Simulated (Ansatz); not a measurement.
Nudged elastic band run: Mg$_{8}$HO$_{8}$, charge +1

input.yaml

```yaml
crystal:
  lattice:
    - [0.0, 4.2202, 4.2202]
    - [4.2202, 0.0, 4.2202]
    - [4.2202, 4.2202, 0.0]
  atoms:
    - { symbol: Mg, position: [-0.01891933, 0.01676198, -0.01964995] }
    - { symbol: O, position: [0.2480318, 0.25357036, 0.24730474] }
    - { symbol: Mg, position: [-0.01892977, 0.01677214, 0.52189696] }
    - { symbol: O, position: [0.2480356, 0.25357174, 0.75116132] }
    - { symbol: Mg, position: [-0.00057062, 0.50323561, -0.00129527] }
    - { symbol: O, position: [0.24788922, 0.75789933, 0.24714567] }
    - { symbol: Mg, position: [-0.00986851, 0.50906942, 0.50044105] }
    - { symbol: O, position: [0.24494698, 0.75963674, 0.74774555] }
    - { symbol: Mg, position: [0.52264781, 0.01679122, -0.01968003] }
    - { symbol: O, position: [0.75187797, 0.25356998, 0.24731456] }
    - { symbol: Mg, position: [0.49756324, 0.0088716, 0.49682279] }
    - { symbol: O, position: [0.7444433, 0.26825852, 0.74369407] }
    - { symbol: Mg, position: [0.50117616, 0.50907407, -0.01060335] }
    - { symbol: O, position: [0.74847879, 0.75963589, 0.24421428] }
    - { symbol: Mg, position: [0.5011755, 0.5090747, 0.5004354] }
    - { symbol: O, position: [0.74848012, 0.75963697, 0.74774747] }
    - { symbol: H, position: [0.18069185, -0.04035367, 0.17989504] }
total_charge: 1
basis:
  ecutwfc: 420.0
kpoints:
  mp_grid: { grid: [3, 3, 3] }
hamiltonian:
  xc: pbe
  pseudopotentials: { kind: paw, azcp: { folder: soft_1 } }
scf:
  occupations: { method: gaussian, width: 0.02 }
  lower_state_search: "off"
neb:
  images: 5
  f_tol: 0.05
  initial_path: idpp
  max_iterations: 57
  optimiser: fire
  final_atoms:
    - { symbol: Mg, position: [-0.0090851, 0.01062742, -0.00097513] }
    - { symbol: O, position: [0.24644025, 0.248795, 0.25218308] }
    - { symbol: Mg, position: [-0.00322794, 0.00126889, 0.50077917] }
    - { symbol: O, position: [0.23173844, 0.25629573, 0.75577026] }
    - { symbol: Mg, position: [-0.00908669, 0.49952799, -0.00097236] }
    - { symbol: O, position: [0.24643824, 0.75267089, 0.25218352] }
    - { symbol: Mg, position: [-0.00908999, 0.49953455, 0.51011332] }
    - { symbol: O, position: [0.24643233, 0.75267259, 0.74831123] }
    - { symbol: Mg, position: [0.48319269, 0.01965738, -0.02241658] }
    - { symbol: O, position: [0.74037903, 0.25223101, 0.25525383] }
    - { symbol: Mg, position: [0.48319968, 0.01964334, 0.51914537] }
    - { symbol: O, position: [0.74036828, 0.25223782, 0.75172817] }
    - { symbol: Mg, position: [0.49113159, 0.50315743, 0.00264833] }
    - { symbol: O, position: [0.74211079, 0.75283318, 0.25231888] }
    - { symbol: Mg, position: [0.48320343, 0.47811216, 0.51913861] }
    - { symbol: O, position: [0.74036369, 0.75575962, 0.75173096] }
    - { symbol: H, position: [0.540367, -0.1799012, 0.31954515] }
  order_check: true
```

Command:

```bash
$ ansatz run input.yaml --threads 2 --pin off --max-ram 5120MiB --backend cpu --events-out ev --progress --plain --runs-dir out
```

Output, in part (warnings, iteration lines):

```
NEB end point (image 0): max|allowed force component| = 1.520e-3 eV/Å (the criterion of neb.relax_end_points is 1.000e-2)
NEB end point (image 6): max|allowed force component| = 2.661e-3 eV/Å (the criterion of neb.relax_end_points is 1.000e-2)
NEB iter   1: max|band force component| = 3.840e0 eV/Å  barrier→ = 1.7936 eV  barrier← = 1.7936 eV  Δτ_max = 0.0766 Å  (56 SCF iters)
NEB iter   2: max|band force component| = 3.172e0 eV/Å  barrier→ = 1.5484 eV  barrier← = 1.5484 eV  Δτ_max = 0.1396 Å  (30 SCF iters)
NEB iter   3: max|band force component| = 5.381e0 eV/Å  barrier→ = 1.2388 eV  barrier← = 1.2388 eV  Δτ_max = 0.0276 Å  (33 SCF iters)
NEB iter   4: max|band force component| = 2.244e0 eV/Å  barrier→ = 1.2164 eV  barrier← = 1.2164 eV  Δτ_max = 0.0385 Å  (30 SCF iters)
NEB iter   5: max|band force component| = 1.808e0 eV/Å  barrier→ = 1.1713 eV  barrier← = 1.1713 eV  Δτ_max = 0.0089 Å  (30 SCF iters)
NEB iter   6: max|band force component| = 1.670e0 eV/Å  barrier→ = 1.1509 eV  barrier← = 1.1509 eV  Δτ_max = 0.0172 Å  (30 SCF iters)
NEB iter   7: max|band force component| = 1.376e0 eV/Å  barrier→ = 1.1108 eV  barrier← = 1.1108 eV  Δτ_max = 0.0237 Å  (30 SCF iters)
NEB iter   8: max|band force component| = 1.180e0 eV/Å  barrier→ = 1.0527 eV  barrier← = 1.0527 eV  Δτ_max = 0.0273 Å  (30 SCF iters)
[... lines left out ...]
NEB iter  57: max|band force component| = 5.301e-2 eV/Å  barrier→ = 0.3610 eV  barrier← = 0.3610 eV  CI = image 4  Δτ_max = 0.0022 Å  (30 SCF iters)
Error: NEB band did not converge after 57 iterations: max|band force component| = 5.30e-2 eV/Å (threshold 5.0e-2); raise `neb.max_iterations` in a new run, which can start from the last band evaluated (`neb.initial_path`, with `crystal.atoms` and `neb.final_atoms` set to its first and last images), …
```

It did not converge within its limit. The band didn't meet its force threshold, so its energies are provisional: the largest band force was still 0.05 eV/Å, and over the last iterations the top stayed at 0.36 eV. Limits of this set-up: a small cell, in which the defect meets its images, charged cell in a uniform background, uncorrected.

Final band (atoms are numbered from 1 in the order of the input):

```tsv
image	path coordinate (Å)	energy (eV)	Mg1–H17 (Å)	Mg3–H17 (Å)	O6–H17 (Å)
0	0.00	0.00	1.89	1.89	0.98
1	0.53	0.08	2.28	1.79	0.98
2	1.07	0.01	2.72	1.85	0.98
3	1.62	0.10	2.98	2.19	1.00
4	2.16	0.36	3.35	2.54	1.25
5	2.67	0.11	3.00	2.69	1.80
6	3.17	0.00	2.81	2.65	2.23
```

The run took 38 min on 2 threads of Arm Neoverse V2, with other jobs on the host, peak memory 1 GiB.
